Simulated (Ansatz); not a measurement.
Runs of Ansatz 0.2.0 on Y2Ge3. It takes space group P-6m2 (No. 187, hexagonal). The conventional cell has a = 4.392 Å, b = 4.392 Å, c = 7.107 Å, α = 90.00°, β = 90.00°, γ = 120.00°. Y (site symmetry 3m) is surrounded by 9 Ge at 3.02 to 3.18 Å and 1 Y at 3.27 Å. Ge (site symmetry -6m2) has 3 Ge at 2.54 Å as nearest neighbours. Ge (site symmetry -6m2) has 6 Y at 3.02 Å as nearest neighbours. Ge (site symmetry -6m2) is surrounded by 3 Ge at 2.54 Å. The cell comes from a database or a generator and needn't be the stable form of this composition.

| level | gap on the mesh (eV) | pressure (GPa) | relaxed volume (Å³/atom) |
| --- | --- | --- | --- |
| r2SCAN | none | 0.0 | 23.56 |
| r2SCAN+D4 | none | 0.0 | (b) |
| r2SCAN+rVV10 | none | 0.0 | 23.28 |
| r2SCAN+D3(BJ) | none | 0.0 | (a) |
| r2SCAN+D3(BJ)-ATM | none | 0.0 | 23.25 |

Alike in all rows: task relaxation of cell and atoms; potentials or basis Ansatz PAW; no spin polarisation; cell relaxed; k mesh 7 × 7 × 4; cutoff (eV) 500; smearing fermi-dirac 0.05 eV.

Question: Estimate the missing entries.

Answer: (a) 23.15; (b) 23.33.

Caveats: the plane-wave basis is chosen anew once the cell has moved, so the energies of steps on either side of that aren't comparable; the PAW data sets come from PBE, with cores solved anew for the run's functional, which leaves a small shift of forces and pressure; pairwise dispersion overbinds metals, which lowers pressure and volume (some runs); the dispersion damping was fitted for another functional or another form of the correction (some runs).

A k mesh can miss the band edges, and the runs leave out spin-orbit coupling on Ge, Y.

A gap of «none» marks a metal or a gap under the smearing width.
